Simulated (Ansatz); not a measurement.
# C2H7NOSi: the cost of one run

Program: Ansatz 0.2.0. Level of theory: RKS PBE0-D4/def2-SVP. These are calculated values, not measurements.

**1. The structure to begin with**

Bond lengths: N1–C2 1.417 Å, C2–C3 1.486 Å, C3–O4 1.367 Å, C3–Si5 1.854 Å, O4–Si5 1.597 Å, N1–H6 1.087 Å, N1–H7 1.045 Å, C2–H8 1.082 Å, C2–H9 1.122 Å, C3–H10 1.116 Å, Si5–H11 1.453 Å, Si5–H12 1.495 Å. Angles (14 of 22 angles, heavy atoms first): N1–C2–C3 109.3°, C2–C3–O4 119.6°, C2–C3–Si5 119.9°, O4–C3–Si5 57.1°, C3–O4–Si5 77.0°, C3–Si5–O4 45.9°, N1–C2–H8 110.9°, N1–C2–H9 106.0°, C3–C2–H8 111.3°, C3–C2–H9 110.7°, C2–N1–H6 106.7°, C2–N1–H7 109.9°, C2–C3–H10 112.7°, O4–C3–H10 120.3°.

Structure file:

```xyz
12

N    -1.2916   -0.7603    1.3942
C    -0.0981   -0.8462    0.6354
C     0.2256    0.4920    0.0756
O    -0.4107    0.9226   -1.0545
Si    1.0715    0.6249   -1.5687
H    -2.0470   -0.3322    0.7402
H    -1.2074    0.0011    2.1044
H    -0.1904   -1.5880   -0.1468
H     0.6990   -1.1796    1.3506
H     0.5368    1.2219    0.8597
H     1.0745   -0.5401   -2.4377
H     1.7148    1.9286   -1.9185
```

**2. End point A**

File input.yaml:

```yaml
crystal:
  periodic: [false, false, false]
  atoms:
    - { symbol: "N", position_ang: [-1.2916, -0.7603, 1.3942] }
    - { symbol: C, position_ang: [-0.0981, -0.8462, 0.6354] }
    - { symbol: C, position_ang: [0.2256, 0.492, 0.0756] }
    - { symbol: O, position_ang: [-0.4107, 0.9226, -1.0545] }
    - { symbol: Si, position_ang: [1.0715, 0.6249, -1.5687] }
    - { symbol: H, position_ang: [-2.047, -0.3322, 0.7402] }
    - { symbol: H, position_ang: [-1.2074, 0.0011, 2.1044] }
    - { symbol: H, position_ang: [-0.1904, -1.588, -0.1468] }
    - { symbol: H, position_ang: [0.699, -1.1796, 1.3506] }
    - { symbol: H, position_ang: [0.5368, 1.2219, 0.8597] }
    - { symbol: H, position_ang: [1.0745, -0.5401, -2.4377] }
    - { symbol: H, position_ang: [1.7148, 1.9286, -1.9185] }
basis:
  gaussian: { orbitals: def2-SVP }
hamiltonian:
  xc: pbe0
  dispersion: d4
relax:
  f_tol: 0.02
  max_steps: 50
output:
  orbitals: {}
```

The run is started by

```sh
$ ansatz run input.yaml --threads 2 --pin off --max-ram 3072MiB --backend cpu --events-out ev --progress --plain --runs-dir out
```

Q: Estimate wall time and peak memory on 2 threads of AMD EPYC 9R45 (Zen 5), shared host.

About 12 s, with a peak of 0.26 GiB.
